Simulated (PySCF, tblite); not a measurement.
**C₆H₁₆N₂P+: infrared bands and NMR shifts**

Aim: predict the infrared bands and NMR shifts of C₆H₁₆N₂P+ (`C=C(C)[P@+](C)(N)N(C)C`).

Programs: tblite 0.8.0 and PySCF 2.14.0, with density-fitted response routines of our own. Each step states its level of theory. These are calculated values for one molecule in the gas phase, unless marked as measured. Atoms count from 0, in the outputs and in this text.

### Step 1. The starting structure

25 atoms, charge 1, multiplicity 1; geometry from: GFN2-xTB.

Bonds of the start (Å): C0–C1 1.33, C1–C2 1.49, C1–P3 1.82, P3–C4 1.82, P3–N5 1.65, P3–N6 1.66, N6–C7 1.46, N6–C8 1.46, C0–H9 1.08, C0–H10 1.08, C2–H11 1.09, C2–H12 1.09, C2–H13 1.09, C4–H14 1.09, C4–H15 1.09, C4–H16 1.09, N5–H17 1.01, N5–H18 1.01, C7–H19 1.09, C7–H20 1.09, C7–H21 1.09, C8–H22 1.09, C8–H23 1.09, C8–H24 1.09.

### Step 2. Harmonic vibrations with GFN2-xTB

What the job is given:

```
{"job": {"kind": "ir", "xc": "GFN2-xTB", "basis": "xTB"}, "charge": 1, "multiplicity": 1}
C      2.416442     0.113927     0.763023
C      1.547403    -0.246066    -0.171542
C      1.709263    -1.393772    -1.113171
P     -0.041107     0.636386    -0.282797
C     -0.637333     0.671199    -1.998627
N      0.216520     2.142473     0.330713
N     -1.270697     0.061345     0.668781
C     -1.031780     0.064491     2.109231
C     -2.066371    -1.082077     0.242161
H      2.238371     0.949138     1.419736
H      3.347894    -0.411077     0.894641
H      1.869439    -1.035981    -2.130233
H      2.565350    -1.999973    -0.829077
H      0.818731    -2.023157    -1.113203
H      0.052422     1.288673    -2.574580
H     -1.627484     1.126599    -2.017736
H     -0.678273    -0.316476    -2.448894
H     -0.612896     2.712786     0.448400
H      0.993991     2.663669    -0.052635
H     -0.559670    -0.860813     2.448666
H     -1.990554     0.169921     2.616996
H     -0.398660     0.906810     2.378575
H     -3.041977    -1.014825     0.724737
H     -2.217715    -1.065131    -0.833918
H     -1.612244    -2.033922     0.529888
```

**Question.** This job is followed by: GIAO PBE0/pcSseg-1 NMR shielding, non-relativistic, gas phase. What will the session give for the following? strongest single infrared mode (GFN2-xTB); zero-point energy (GFN2-xTB); ¹³C shifts against TMS (PBE0/pcSseg-1, means over atoms taken as alike); ¹H shifts against TMS (PBE0/pcSseg-1, means over atoms taken as alike); ³¹P shifts against H3PO4 (PBE0/pcSseg-1); ¹⁵N shifts against NH3 (PBE0/pcSseg-1).

The runs gave:

| quantity | value |
| --- | --- |
| strongest single infrared mode (GFN2-xTB) | 575 cm⁻¹, 219 km/mol |
| zero-point energy (GFN2-xTB) | 133.8 kcal/mol |
| ¹³C shifts against TMS (PBE0/pcSseg-1, means over atoms taken as alike) | 144.7, 136.0, 37.6, 22.2, 15.8 ppm |
| ¹H shifts against TMS (PBE0/pcSseg-1, means over atoms taken as alike) | 6.94, 6.78, 2.94, 2.23, 2.22, 2.01 ppm |
| ³¹P shifts against H3PO4 (PBE0/pcSseg-1) | 46.4 ppm |
| ¹⁵N shifts against NH3 (PBE0/pcSseg-1) | 52.1, 40.3 ppm |

**Reading.** All 69 modes are real, so the xTB geometry is a minimum. The strongest single mode, at 575 cm⁻¹, moves mainly H17 and H18. GFN2-xTB is a fitted tight-binding method: band positions and strengths are rough. Its intensities can rank the bands wrongly. At PBE0/pcSseg-1: Shielding is most anisotropic at C0 (span 241 ppm, paramagnetic term -211 ppm).
